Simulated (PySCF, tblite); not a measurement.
**C₈H₁₁BS: geometry, infrared bands and NMR shifts**

What infrared bands and NMR shifts should C₈H₁₁BS (`B(CC1CC1)c1cccs1`) show?

Programs: tblite 0.8.0 and PySCF 2.14.0, with density-fitted response routines of our own. Each step states its level of theory. These are calculated values for one molecule in the gas phase, unless marked as measured. Atoms count from 0, in the outputs and in this text.

### 1 Starting geometry

21 atoms, charge 0, multiplicity 1; geometry from: force field or distance geometry start.

Bonds of the start (Å): B0–C1 1.60, C1–C2 1.51, C2–C3 1.51, C3–C4 1.54, B0–C5 1.55, C5–C6 1.37, C6–C7 1.35, C7–C8 1.37, C8–S9 1.63, C4–C2 1.52, S9–C5 1.79, B0–H10 1.17, C1–H11 1.10, C1–H12 1.10, C2–H13 1.11, C3–H14 1.12, C3–H15 1.10, C4–H16 1.11, C4–H17 1.10, C6–H18 1.12, C7–H19 1.11, C8–H20 1.09.

### 2 Optimising the geometry with GFN2-xTB

The job: settings as JSON, then the geometry in Å.

```
{"job": {"kind": "relax", "xc": "GFN2-xTB", "basis": "xTB"}, "charge": 0, "multiplicity": 1}
B     -0.041900    -1.757800    -0.699200
C     -1.509600    -1.181400    -0.424900
C     -1.356600     0.317600    -0.360500
C     -2.544300     1.213100    -0.121900
C     -1.556900     0.915800     1.018200
C      1.177500    -0.814900    -0.535300
C      1.906400    -0.629900     0.604000
C      2.941300     0.230100     0.544900
C      3.159100     0.828200    -0.664300
S      2.017400     0.275400    -1.683500
H      0.094300    -2.922000    -0.635200
H     -1.929600    -1.504600     0.540100
H     -2.138700    -1.492000    -1.276600
H     -0.481800     0.689000    -0.935900
H     -2.469100     2.198300    -0.639300
H     -3.564700     0.814000     0.020300
H     -2.015700     0.307200     1.818600
H     -0.870000     1.700100     1.356300
H      1.640300    -1.173900     1.540700
H      3.596300     0.450700     1.414500
H      3.937500     1.553900    -0.881200
```

Run with:

```sh
OMP_NUM_THREADS=1 python probes_run.py task.json out
```

The driver reads the jobs from task.json and runs them one after another.

**Question.** This job is followed by: GFN2-xTB harmonic vibrations, gas phase; GIAO PBE0/pcSseg-1 NMR shielding, non-relativistic, gas phase. What will the session give for the following? strongest single infrared mode (GFN2-xTB); zero-point energy (GFN2-xTB); 13C shifts against TMS (PBE0/pcSseg-1, means over atoms taken as alike); 1H shifts against TMS (PBE0/pcSseg-1, means over atoms taken as alike); 11B shifts against BF3·OEt2 (PBE0/pcSseg-1); 33S shifts against CS2 (PBE0/pcSseg-1); surface potential, 1st and 99th percentile.

**Answer**, as computed:

```
                                                               quantity                                               value
                              strongest single infrared mode (GFN2-xTB)                               1230 cm⁻¹, 207 km/mol
                                           zero-point energy (GFN2-xTB)                                      104.5 kcal/mol
13C shifts against TMS (PBE0/pcSseg-1, means over atoms taken as alike)    155.3, 153.7, 150.8, 131.8, 37.9, 12.2, 11.4 ppm
 1H shifts against TMS (PBE0/pcSseg-1, means over atoms taken as alike)  8.06, 8.04, 7.46, 7.17, 1.62, 1.23, 0.80, 0.06 ppm
                            11B shifts against BF3·OEt2 (PBE0/pcSseg-1)                                            65.4 ppm
                                 33S shifts against CS2 (PBE0/pcSseg-1)                                             272 ppm
                                  surface potential, 1st and 99th percentile                                  -0.56 V and 1.12 V
```

What this shows: The optimisation took 210 steps and gained 1.209 eV; among the close pairs (by a distance rule), C8–S9 changed most, from 1.627 to 1.708 Å. No mode is imaginary among the 57: a minimum at this level. The strongest single mode, at 1230 cm⁻¹, is spread over many atoms; the largest shares are those of B0, H19. Unscaled tight-binding wavenumbers are off by several per cent, some by more. Its intensities can rank the bands wrongly. At PBE0/pcSseg-1: The widest tensor belongs to S9: span 318 ppm, with a paramagnetic part of -828 ppm. NICS(1)zz of -28 ppm above the planar ring from C5 marks a diatropic (aromatic) ring current. At PBE0/pcSseg-1, counted by nearest atom on the grid, the HOMO lies on C5 33 %; C8 26 %, the LUMO on B0 29 %; C6, C8 about 14 % each.
